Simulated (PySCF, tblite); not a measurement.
# C7H10OSi: geometry, infrared bands, NMR shifts, electronic excitations and core binding energies

Aim: predict the infrared bands, NMR shifts, electronic excitations and core binding energies of C7H10OSi (`C#C[C@@H]1C=CC[Si@@H]1OC`).

Computed with tblite 0.8.0 and PySCF 2.14.0, with density-fitted response routines of our own, on a single molecule in the gas phase. Atoms count from 0, in the outputs and in this text.

**1. The starting structure**

19 atoms, charge 0, multiplicity 1; geometry from: force field or distance geometry start.

Bonds of the start (Å): C0–C1 1.20, C1–C2 1.47, C2–C3 1.52, C3–C4 1.36, C4–C5 1.51, C5–Si6 1.93, Si6–O7 1.68, O7–C8 1.41, Si6–C2 1.95, C0–H9 1.07, C2–H10 1.10, C3–H11 1.08, C4–H12 1.09, C5–H13 1.09, C5–H14 1.10, Si6–H15 1.47, C8–H16 1.10, C8–H17 1.09, C8–H18 1.10.

**2. Optimising the geometry with GFN2-xTB**

What the job is given:

```
{"job": {"kind": "relax", "xc": "GFN2-xTB", "basis": "xTB"}, "charge": 0, "multiplicity": 1}
C     -0.885700     2.676000     1.153700
C     -0.914100     1.717200     0.430700
C     -0.931700     0.532200    -0.438700
C     -2.105300    -0.359700    -0.077000
C     -1.860600    -1.642300     0.300200
C     -0.434500    -2.128700     0.315200
Si     0.622300    -0.626000    -0.272400
O      1.779800    -0.140300     0.840300
C      2.713000     0.846800     0.450400
H     -0.887700     3.529600     1.799100
H     -1.028200     0.831200    -1.494400
H     -3.119900     0.023000    -0.099500
H     -2.666300    -2.316300     0.580400
H     -0.291400    -2.973200    -0.366800
H     -0.144400    -2.413200     1.333100
H      1.239700    -0.889600    -1.583500
H      3.366800     1.051400     1.304700
H      3.329600     0.499100    -0.383700
H      2.208900     1.791900     0.189500
```

The run is started by

```sh
$ OMP_NUM_THREADS=1 python probes_run.py task.json out
```

This one command runs all jobs of the session in turn.

**Question.** This job is followed by: GFN2-xTB harmonic vibrations, gas phase; PBE0-D3(BJ)/def2-SVP geometry optimisation, gas phase; GIAO PBE0/pcSseg-1 NMR shielding, non-relativistic, gas phase; TDDFT wB97X-D/def2-SVPD, vertical, gas phase, core orbitals frozen in the response; GIAO HF/pcSseg-1 NMR shielding, non-relativistic, gas phase; delta-SCF UKS SCAN, pcX-2 on the ionised atom, pcseg-1 elsewhere, spin-free X2C. What will the session give for the following? strongest single infrared mode (GFN2-xTB); zero-point energy (GFN2-xTB); point group; rotational constants (main isotopes); 13C shifts against TMS (PBE0/pcSseg-1); 1H shifts against TMS (PBE0/pcSseg-1, means over atoms taken as alike); 29Si shifts against TMS (PBE0/pcSseg-1); 17O shifts against H2O (PBE0/pcSseg-1); surface potential, 1st and 99th percentile; lowest singlet (wB97X-D/def2-SVPD); brightest single state of those computed; lowest triplet; vertical ionisation energy (ΔSCF); C1s binding energies, SCAN/pcX-2 (standing for 6 of 7 atoms); Si1s binding energies, SCAN/pcX-2; Si2p binding energies, SCAN/pcX-2; O1s binding energies, SCAN/pcX-2; range of the shift of O7.

**Answer**, as computed:

```
                                                              quantity                                                                value
                             strongest single infrared mode (GFN2-xTB)                                                2210 cm⁻¹, 358 km/mol
                                          zero-point energy (GFN2-xTB)                                                        91.0 kcal/mol
                                                           point group                                                                   C1
                                  rotational constants (main isotopes)                                                 1.68, 1.41, 0.86 GHz
                                13C shifts against TMS (PBE0/pcSseg-1)                       141.6, 139.5, 86.4, 73.5, 54.8, 24.0, 19.7 ppm
1H shifts against TMS (PBE0/pcSseg-1, means over atoms taken as alike)                   6.06, 5.97, 5.20, 3.90, 2.39, 1.83, 1.60, 1.39 ppm
                               29Si shifts against TMS (PBE0/pcSseg-1)                                                             16.4 ppm
                                17O shifts against H2O (PBE0/pcSseg-1)                                                             18.7 ppm
                                 surface potential, 1st and 99th percentile                                                   -1.27 V and 1.27 V
                                    lowest singlet (wB97X-D/def2-SVPD)                                          6.14 eV (202 nm), f = 0.020
                              brightest single state of those computed                                          state 6, 7.15 eV, f = 0.089
                                                        lowest triplet                                                              4.41 eV
                                     vertical ionisation energy (ΔSCF)                                                              8.88 eV
          C1s binding energies, SCAN/pcX-2 (standing for 6 of 7 atoms)  C8 292.21, C2 290.77, C4 290.24, C5 290.19, C3 290.18, C0 289.72 eV
                                     Si1s binding energies, SCAN/pcX-2                                                       Si6 1846.77 eV
                                     Si2p binding energies, SCAN/pcX-2                                                        Si6 107.10 eV
                                      O1s binding energies, SCAN/pcX-2                                                         O7 537.86 eV
                                              range of the shift of O7                                                    -11.3 to 18.7 ppm
```

What this shows: The optimisation took 91 steps and gained 0.238 eV; among the close pairs (by a distance rule), Si6–O7 changed most, from 1.677 to 1.620 Å (GFN2-xTB). All 51 modes are real, so the xTB geometry is a minimum. The strongest single mode, at 2210 cm⁻¹, moves mainly H15. Unscaled tight-binding wavenumbers are off by several per cent, some by more. Its intensities can rank the bands wrongly. Relaxing lowered the energy by 0.273 eV in 15 steps; the close pair that moved most is C2–C3, from 1.469 to 1.516 Å (PBE0/def2-SVP). At PBE0/pcSseg-1: The largest span, 296 ppm, is at C1, where the paramagnetic term is -164 ppm. The first singlet state (HOMO→LUMO 0.46, HOMO→LUMO+2 0.08) lies at 6.14 eV and is weak; of the 10 states computed, the strongest absorption comes from state 6 at 7.15 eV. The lowest triplet lies 1.73 eV below the lowest singlet (triplets in Tamm-Dancoff, singlets in full TDDFT). ΔSCF puts the ionisation energy at 8.88 eV, 0.10 eV above −ε(HOMO). The C1s levels kept as sound span 2.50 eV, from C0 (terminal alkyne carbon) up to C8 (methyl carbon bonded to O). Only 6 of the 7 C atoms are covered by sound results. In ppm, O7 moves most: its shift spreads over 30.0 ppm, from -11.3 (HF/pcSseg-1) to 18.7 (PBE0/pcSseg-1).
